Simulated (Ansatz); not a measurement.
# F2H2SeSn: the cost of one run

Computed with the Python package of Ansatz 0.2.0. Level of theory: B3LYP+D3(BJ)/def2-SVP.

**1. The system**

Bond lengths: F1–Sn2 1.987 Å, Sn2–F3 1.949 Å, Sn2–Se4 2.486 Å, Sn2–H5 1.744 Å, Se4–H6 1.517 Å. Angles: F1–Sn2–F3 109.2°, F1–Sn2–Se4 111.9°, F1–Sn2–H5 108.6°, F3–Sn2–Se4 108.6°, F3–Sn2–H5 109.6°, Se4–Sn2–H5 108.9°, Sn2–Se4–H6 94.0°.

No structure file is read: the coordinates are typed or built in the script.

**2. The code**

tae_f2h2sesn.py

```python
# -*- coding: utf-8 -*-
from collections import Counter

import ansatz as az
from ase import Atoms


def total_energy(molecule, charge=0, unpaired=0):
    calc = (
        molecule.calculation()
        .basis(gaussian="def2-SVP")
        .functional("b3lyp", dispersion="d3bj")
    )
    if charge:
        calc = calc.charge(charge)
    if unpaired:
        calc = calc.spin("collinear", total=unpaired)
    report = calc.run(threads=1).report
    if report["published_state_doubts"]:
        print("  doubts:", report["published_state_doubts"])
    return report["free_energy_ev"]


def main():
    atoms = Atoms(["F", "Sn", "F", "Se", "H", "H"], positions=[
        [0.4334, -2.2923, 0.7374],
        [0.4044, -0.426, 0.0566],
        [0.8496, -0.4273, -1.8404],
        [-1.8282, 0.6299, 0.345],
        [1.5881, 0.5054, 0.9353],
        [-1.4052, 1.9463, -0.2801],
    ])
    geometry = az.Crystal.molecule_from_ase(atoms)

    unpaired = {"F": 1, "Sn": 2, "Se": 2, "H": 1}
    counts = Counter(site.symbol for site in geometry.cartesian_sites)
    atom_energy = {s: total_energy(az.Crystal.molecule().atom(s, (0, 0, 0)), 0, unpaired[s]) for s in counts}
    whole = total_energy(geometry, 0, 0)
    for s, e in atom_energy.items():
        print(f"{s:2s} x{counts[s]}  {e:14.5f} eV")
    print(f"F2H2SeSn: {whole:.5f} eV")
    split = sum(counts[s] * e for s, e in atom_energy.items()) - whole
    print(f"atomisation energy (no zero-point term): {23.060548 * split:.1f} kcal/mol, {split / sum(counts.values()):.3f} eV an atom")


if __name__ == "__main__":
    main()
```

**3. The run**

Launch:

```
$ python tae_f2h2sesn.py
```

Q: Estimate wall time and peak memory on 1 thread of Arm Neoverse V1, shared host.

About 6.7 s, with a peak of 0.28 GiB.
